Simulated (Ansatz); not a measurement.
# MP2/def2-SVP run of CH3BF3Ge+ (SMILES [CH3][Ge+]([F])[B](F)F)

Aim: the vertical ionisation energy of CH3BF3Ge+ at MP2/def2-SVP, from 2 runs. 

Program for the calculation: Ansatz 0.2.0.

1 further run of the same task is left out (set aside as unsound or not needed).

**1. Starting point**

CH3BF3Ge+: 9 atoms, total charge +1, spin state singlet. SMILES: `[CH3][Ge+]([F])[B](F)F`. Geometry: a GFN2-xTB relaxation, a rough one for these elements and not checked as a minimum.

Bond lengths: C1–Ge2 2.003 Å, Ge2–F3 1.729 Å, Ge2–B4 2.228 Å, B4–F5 1.274 Å, B4–F6 1.276 Å, C1–H7 1.092 Å, C1–H8 1.097 Å, C1–H9 1.097 Å. Some angles: C1–Ge2–F3 103.8°, C1–Ge2–B4 154.9°, F3–Ge2–B4 101.3°, Ge2–B4–F5 115.3°, Ge2–B4–F6 119.5°, F5–B4–F6 125.2°, Ge2–C1–H7 111.8°, Ge2–C1–H8 107.1°, Ge2–C1–H9 107.2°, H7–C1–H8 110.9°.

**2. The energy at MP2/def2-SVP**

in.yaml

```yaml
crystal:
  periodic: [false, false, false]
  atoms:
    - {symbol: C, position_ang: [-1.827570, -0.232630, -0.019740]}
    - {symbol: Ge, position_ang: [0.127990, 0.202360, -0.000590]}
    - {symbol: F, position_ang: [0.165210, 1.931220, -0.020140]}
    - {symbol: B, position_ang: [2.303130, -0.280720, 0.029180]}
    - {symbol: F, position_ang: [3.084040, 0.724700, 0.087070]}
    - {symbol: F, position_ang: [2.676590, -1.500590, -0.012720]}
    - {symbol: H, position_ang: [-2.003290, -1.308940, -0.075000]}
    - {symbol: H, position_ang: [-2.263930, 0.280640, -0.885140]}
    - {symbol: H, position_ang: [-2.262170, 0.183950, 0.897070]}
basis:
  gaussian:
    orbitals: def2-SVP
accuracy: high
correlation:
  method: mp2
  frozen_orbitals: {B: 1, C: 1, F: 1, Ge: 9, H: 0}
total_charge: 1
```

Run with:

```bash
ansatz run in.yaml --threads 1 --pin off --max-ram 2610MiB --events-out events.jsonl --progress --plain --runs-dir runs
```

Standard output:

```text
Warning: RAYON_NUM_THREADS=1 ignored (pool sized by the plan → 1); use --threads N
Functional definition: HF
  name "HF"
  exchange = exact_x
  correlation = 0
2541 factors; integrals over basis functions are off by at most 2.5e-8 eV
mean field evaluation 1: about -66314.4016 eV, gradient 6.3e1 eV
mean field evaluation 2: about -66314.4873 eV, gradient 6.3e1 eV
mean field evaluation 4: about -66321.9349 eV, gradient 3.9e0 eV
mean field evaluation 8: about -66322.0085 eV, gradient 4.3e-1 eV
mean field evaluation 16: about -66322.0091 eV, gradient 2.4e-8 eV
mean field -66322.00909790 eV, -2437.2888796754 hartree, gradient 2.4e-8 eV, S^2 0.000000; 0 other end points of the search recorded, 0 dependent functions left out
14 core orbitals not correlated: weight in the atoms' cores, before any rotation towards them, 1.000 or more for the frozen orbitals, at most 0.000 for the correlated occupied ones
reference -66322.00909790 eV, -2437.2888796754 hartree; 22, 22 occupied and 81, 81 virtual orbitals, 2541 factors
second order -26.62850734 eV of doubles, -0.00000000 eV of singles
Total energy: -66348.63760524 eV, -2438.2674592706 hartree
```

Wall time 6 s (1 thread of Intel Xeon 6975P-C (Granite Rapids), shared host); peak memory 0.44 GiB.

**3. Doublet [CH3BF3Ge]2+**

run.yaml

```yaml
crystal:
  periodic: [false, false, false]
  atoms:
    - symbol: C
      position_ang: [-1.827570, -0.232630, -0.019740]
    - symbol: Ge
      position_ang: [0.127990, 0.202360, -0.000590]
    - symbol: F
      position_ang: [0.165210, 1.931220, -0.020140]
    - symbol: B
      position_ang: [2.303130, -0.280720, 0.029180]
    - symbol: F
      position_ang: [3.084040, 0.724700, 0.087070]
    - symbol: F
      position_ang: [2.676590, -1.500590, -0.012720]
    - symbol: H
      position_ang: [-2.003290, -1.308940, -0.075000]
    - symbol: H
      position_ang: [-2.263930, 0.280640, -0.885140]
    - symbol: H
      position_ang: [-2.262170, 0.183950, 0.897070]
basis:
  gaussian: {orbitals: def2-SVP}
total_charge: 2
magnetization: {spin_polarized: true, initial_magnetization: 1}
correlation: {method: mp2, frozen_orbitals: {B: 1, C: 1, F: 1, Ge: 9, H: 0}}
accuracy: high
```

Run with:

```bash
ansatz run run.yaml --threads 1 --pin off --max-ram 2610MiB --events-out events.jsonl --progress --plain --runs-dir runs
```

Standard output, shortened:

```text
Warning: RAYON_NUM_THREADS=1 ignored (pool sized by the plan → 1); use --threads N
[... 2 set-up lines as earlier in the session ...]
[...]
2540 factors; integrals over basis functions are off by at most 2.5e-8 eV
[...]
mean field -66305.16356704 eV, -2436.6698178346 hartree, gradient 4.5e-8 eV, S^2 0.814399; 3 other end points of the search recorded, 0 dependent functions left out
14 core orbitals not correlated: weight in the atoms' cores, before any rotation towards them, 1.000 or more for the frozen orbitals, at most 0.000 for the correlated occupied ones
reference -66305.16356704 eV, -2436.6698178346 hartree; 22, 21 occupied and 81, 82 virtual orbitals, 2540 factors
second order -26.29517412 eV of doubles, -0.00000000 eV of singles
Total energy: -66331.45874116 eV, -2437.6361476601 hartree
```

It took 18 s on 1 thread of Intel Xeon 6975P-C (Granite Rapids), shared host; peak memory 0.6 GiB.

**4. Summary of results**

Level: MP2/def2-SVP, 14 core orbitals frozen.

```
                                                          quantity           value
                                   singlet CH3BF3Ge+: total energy  -2438.26746 Eh
   singlet CH3BF3Ge+: correlation energy (14 core orbitals frozen)      -978.6 mEh
                                doublet [CH3BF3Ge]2+: total energy  -2437.63615 Eh
doublet [CH3BF3Ge]2+: correlation energy (14 core orbitals frozen)      -966.3 mEh
           doublet [CH3BF3Ge]2+: ⟨S²⟩ of the reference determinant           0.814
              vertical ionisation energy (to the doublet dication)       17.179 eV
```

The vertical ionisation energy comes to 17.18 eV (396 kcal/mol).
